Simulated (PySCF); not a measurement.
# A diatomic session: MgTl+

One job finds the state of MgTl+, follows it along the bond with each method and fits the curves.

Method: Mg def2-SVP, Tl def2-SVP with ECP60, scalar-relativistic core potentials; program: PySCF 2.14.0.

### 1 Input

Settings of the job:

```
atoms                         : Mg, Tl
charge                        : 1
basis                         : Mg def2-SVP, Tl def2-SVP with ECP60
Hamiltonian                   : scalar-relativistic core potentials
basis functions               : 44
electrons treated             : 32
masses in u                   : 23.9850, 204.9744
levels                        : PBE0, PBE, r²SCAN, M06, B2PLYP, M06-2X, HF, MP2, SCS-MP2, CCSD, CCSD(T)
grid                          : 80 radial by 434 angular points
occupations                   : held fixed by the projection of orbital angular momentum
dissociation limit            : Mg + Tl+, each in its ground configuration
starting distance in angstrom : 2.885
values of 2S to try           : 0, 2
```

Run with:

```bash
OMP_NUM_THREADS=1 python dia.py task.json out
```

The runs that follow: First curve: PBE0; Excited determinants; PBE; r²SCAN; M06 (hybrid meta-GGA); B2PLYP (double hybrid); M06-2X (hybrid meta-GGA); RHF (mean field); MP2 and coupled cluster.

**Question.** What will these runs give? Wanted: for each run, Re; ωe; De; μ.

**Answer**, as computed:

Lowest PBE0 solution found, without spin–orbit coupling: ¹Σ⁺ (singlet), closed shell. State 2 has its PBE0 minimum 1.77 eV higher. The other levels ran on the lowest alone.

```csv
level,Re (Å),ωe (cm⁻¹),De (eV),μ (D)
RHF,3.601,94.6,0.424,-4.42
RHF-MP2,3.396,116.2,0.62,n/a
RHF-SCS-MP2,3.448,109.6,0.55,n/a
RHF-CCSD,3.428,110.9,0.54,n/a
RHF-CCSD(T),3.407,114.0,0.57,n/a
PBE,3.352,120.2,0.82,-5.21
r²SCAN,3.326,124.1,0.81,-5.46
PBE0,3.348,122.2,0.76,-5.20
M06,3.325,129.4,0.80,-4.95
M06-2X,3.432,110.4,0.59,-4.15
B2PLYP,3.380,117.0,0.67,-4.95
```

De is counted to Mg + Tl+ in their ground configurations. A positive dipole points from Mg to Tl; in an ion it is taken about the centre of mass and does not tell which atom is negative.

The methods spread over 0.276 Å in bond length, from M06 to RHF. CCSD(T) can't serve as the judge here: for a weak bond in this basis it is far from its limit. Among the levels with a De in the table, it runs from 0.424 eV (RHF) to 0.82 eV (PBE).

Correlated steps freeze 5 core orbitals. Spin–orbit coupling is left out. B2PLYP dipoles, levels and charges come from its SCF part alone.
